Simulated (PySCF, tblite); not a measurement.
**C₆H₁₀O₂+ (doublet): geometry, infrared bands and EPR parameters**

What infrared bands and EPR parameters should C₆H₁₀O₂+ (doublet) (`[CH2+][C](OC)[C@@H](C)C=O`) show?

Computed with tblite 0.8.0 and PySCF 2.14.0, with density-fitted response routines of our own, on a single molecule in the gas phase. Atoms are numbered from 0 throughout.

## Step 1: Starting geometry

18 atoms, charge 1, multiplicity 2; geometry from: force field or distance geometry start.

Bonds of the start (Å): C0–C1 1.50, C1–O2 1.41, O2–C3 1.38, C1–C4 1.52, C4–C5 1.50, C4–C6 1.49, C6–O7 1.22, C0–H8 1.09, C0–H9 1.08, C3–H10 1.11, C3–H11 1.11, C3–H12 1.12, C4–H13 1.13, C5–H14 1.12, C5–H15 1.11, C5–H16 1.11, C6–H17 1.08.

## Step 2: Geometry optimisation with GFN2-xTB

What the job is given:

```
{"job": {"kind": "relax", "xc": "GFN2-xTB", "basis": "xTB"}, "charge": 1, "multiplicity": 2}
C      0.532700     1.853200    -0.753100
C      0.345000     0.498400    -0.137700
O      1.407600    -0.269400    -0.665200
C      2.403100    -0.529400     0.254800
C     -0.937400    -0.086400    -0.700800
C     -1.162700    -1.446700    -0.119900
C     -2.126800     0.751100    -0.393400
O     -3.081100     0.346500     0.241500
H      0.134000     2.679300    -0.165400
H      1.005600     1.985100    -1.711000
H      2.872700     0.420900     0.585400
H      2.068700    -1.149400     1.106200
H      3.191500    -1.101900    -0.297900
H     -0.811600    -0.215500    -1.819100
H     -1.843900    -1.422500     0.766300
H     -1.670400    -2.090900    -0.861700
H     -0.223700    -1.984500     0.145200
H     -2.112000     1.768600    -0.750700
```

Launch:

```console
$ OMP_NUM_THREADS=1 python probes_run.py task.json out
```

This one command runs all jobs of the session in turn.

**Question.** This job is followed by: GFN2-xTB harmonic vibrations, gas phase; UKS B3LYP, pcH-1 on C H O, non-relativistic, mean-field spin-orbit, GIAO. Predict these results of the whole session: strongest single infrared mode (GFN2-xTB); zero-point energy (GFN2-xTB); g(iso) (B3LYP); ⟨S²⟩; largest a(iso) (averaged by class).

As calculated:

| quantity | value |
| --- | --- |
| strongest single infrared mode (GFN2-xTB) | 1819 cm⁻¹, 239 km/mol |
| zero-point energy (GFN2-xTB) | 90.5 kcal/mol |
| g(iso) (B3LYP) | 2.00377 |
| ⟨S²⟩ | 0.762 (exact 0.75) |
| largest a(iso) (averaged by class) | 1H on H17, 127.6 MHz |

The optimisation took 258 steps and gained 3.507 eV; among the close pairs (by a distance rule), C0–C1 changed most, from 1.500 to 1.362 Å. All 48 modes are real, so the xTB geometry is a minimum. The strongest single mode, at 1819 cm⁻¹, moves mainly C6 and O7. GFN2-xTB is a fitted tight-binding method: band positions and strengths are rough. Its intensities can rank the bands wrongly. The largest share of the spin, 0.57 e, sits on C0. The isotropic g lies 1.5 ppt above the free-electron value.
